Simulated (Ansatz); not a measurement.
# CH₆O₂SSi: small, medium and large basis sets

How large a basis does CH₆O₂SSi need? Two functionals are run in growing sets.

The runs use Ansatz 0.2.0, Gaussian basis; one geometry, several basis sets.

Plan: PBE0-D4/def2-SVP; ωB97M-V/def2-SVP; PBE0-D4/def2-QZVPP; ωB97M-V/def2-QZVPP; the functionals' def2-TZVPP values are taken from earlier runs.

### Step 1. The geometry

An earlier PBE0-D4 in a triple-zeta def2 set relaxation fixed the geometry.

SMILES `OC(S)O[SiH3]`, 11 atoms, charge 0, spin multiplicity 1.

Atoms are counted from 1 here; the program's logs count them from 0.

Bond lengths: O1–C2 1.382 Å, O1–H6 0.964 Å, C2–S3 1.818 Å, C2–O4 1.393 Å, C2–H7 1.101 Å, S3–H8 1.344 Å, O4–Si5 1.661 Å, Si5–H9 1.482 Å, Si5–H10 1.486 Å, Si5–H11 1.482 Å. Angles: C2–O1–H6 106.8°, O1–C2–S3 109.1°, O1–C2–O4 108.6°, O1–C2–H7 111.8°, S3–C2–O4 114.1°, S3–C2–H7 104.1°, O4–C2–H7 109.2°, C2–S3–H8 94.5°, C2–O4–Si5 124.3°, O4–Si5–H9 104.0°, O4–Si5–H10 110.6°, O4–Si5–H11 112.1°, H9–Si5–H10 110.3°, H9–Si5–H11 109.8°, H10–Si5–H11 109.9°.

### Step 2. PBE0-D4 in def2-SVP

File in.yaml:

```yaml
crystal:
  periodic: [false, false, false]
  atoms:
    - {symbol: O, position_ang: [-1.478364, -1.583532, 0.506137]}
    - {symbol: C, position_ang: [-0.798240, -0.382464, 0.583396]}
    - {symbol: S, position_ang: [0.471996, -0.501856, 1.878023]}
    - {symbol: O, position_ang: [-0.297562, -0.072595, -0.678513]}
    - {symbol: Si, position_ang: [0.886941, 1.056034, -0.964955]}
    - {symbol: H, position_ang: [-1.963405, -1.576948, -0.327215]}
    - {symbol: H, position_ang: [-1.451345, 0.435350, 0.923719]}
    - {symbol: H, position_ang: [1.052672, -1.595275, 1.355191]}
    - {symbol: H, position_ang: [0.746591, 1.364342, -2.407654]}
    - {symbol: H, position_ang: [0.652896, 2.276961, -0.151424]}
    - {symbol: H, position_ang: [2.243322, 0.522985, -0.696103]}
basis:
  gaussian: {orbitals: def2-SVP}
hamiltonian: {xc: pbe0, dispersion: d4}
output: {orbitals: {seedname: orbitals}}
```

After this run come: ωB97M-V in def2-SVP; PBE0-D4 in def2-QZVPP; ωB97M-V in def2-QZVPP.

Q: Predict the results of all the runs planned. Wanted: PBE0-D4: double and triple zeta above quadruple; ωB97M-V: double and triple zeta above quadruple.

As calculated:

| quantity | value |
| --- | --- |
| PBE0-D4: double and triple zeta above quadruple | 13.76, 0.90 eV |
| ωB97M-V: double and triple zeta above quadruple | 13.88, 0.85 eV |

**Reading.** PBE0-D4 gains 12.86 eV from double to triple zeta, then 0.90 eV more. These are total energies; as a rule much of such shifts cancels in differences, which this series doesn't test. The LUMO of ωB97M-V is positive and keeps falling with the basis (2.58 to 1.34 eV): an unbound level that the basis holds in place.
